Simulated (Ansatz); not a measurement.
Crystal: Cr2O3 (Eskolaite).

```
CELL_PARAMETERS angstrom
2.47850 1.43096 4.53077
-2.47850 1.43096 4.53077
0.00000 -2.86193 4.53077
ATOMIC_POSITIONS crystal
Cr 0.34748 0.34748 0.34748
Cr 0.15252 0.15252 0.15252
Cr 0.65252 0.65252 0.65252
Cr 0.84748 0.84748 0.84748
O 0.55580 0.25000 0.94420
O 0.25000 0.94420 0.55580
O 0.94420 0.55580 0.25000
O 0.44420 0.75000 0.05580
O 0.75000 0.05580 0.44420
O 0.05580 0.44420 0.75000
```

- Program: Ansatz 0.2.0
- Task: relaxation of cell and atoms
- Functional: PBEsol
- Potentials or basis: Ansatz PAW
- Cutoff: 420 eV (not typed: the program's choice for these potentials)
- k mesh: 7 × 7 × 7
- Occupations: fermi-dirac, width 0.05 eV
- Spin: collinear spin, ferromagnetic start
- Starting moments: [3.0, 3.0, 3.0, 3.0, 0.0, 0.0, 0.0, 0.0, 0.0, 0.0] μB
- Hubbard terms: Cr d U = 6 eV

At the start: volume 9.64 Å³/atom.

Task: How do energy, volume and symmetry change on relaxing?

Result: It ends after 9 steps and the volume is 9.93 Å³/atom (+3.0 %); space group R-3c (No. 167, to 0.05 Å); moment 12.00 μB per cell.

The path:
| step | energy change (eV) | largest force (eV/Å) | volume (Å³) |
| --- | --- | --- | --- |
| 1 | 0.0000 | 0.5224 | 96.41 |
| 2 | -0.1050 | 0.0306 | 98.08 |
| 3 | -0.1103 | 0.0257 | 99.19 |
| 4 | -0.1108 | 0.0097 | 99.17 |
| 5 | -0.1109 | 0.0034 | 99.16 |
| 6 | -0.1297 | 0.0031 | 99.16 |
| 7 | -0.1292 | 0.0002 | 99.29 |
| 8 | -0.1299 | 0.0002 | 99.29 |
| 9 | -0.1299 | 0.0002 | 99.29 |

Final structure:
```
Cr O
1.0
     2.51877    1.45421    4.51813
    -2.51877    1.45421    4.51813
     0.00000   -2.90842    4.51813
Cr O
4 6
Direct
  0.34998 0.34998 0.34998
  0.15002 0.15002 0.15002
  0.65002 0.65002 0.65002
  0.84998 0.84998 0.84998
  0.54932 0.25000 0.95068
  0.25000 0.95068 0.54932
  0.95068 0.54932 0.25000
  0.45068 0.75000 0.04932
  0.75000 0.04932 0.45068
  0.04932 0.45068 0.75000
```

Caveat: the magnetic or orbital state may not be the lowest; the plane-wave basis is chosen anew once the cell has moved, so the energies of steps on either side of that aren't comparable; the pressure holds a Pulay correction of +0.9 GPa for the finite cutoff; only a ferromagnetic start was run, and an antiferromagnetic order may lie lower in energy; the PAW data sets come from PBE, with cores solved anew for the run's functional, which leaves a small shift of forces and pressure.
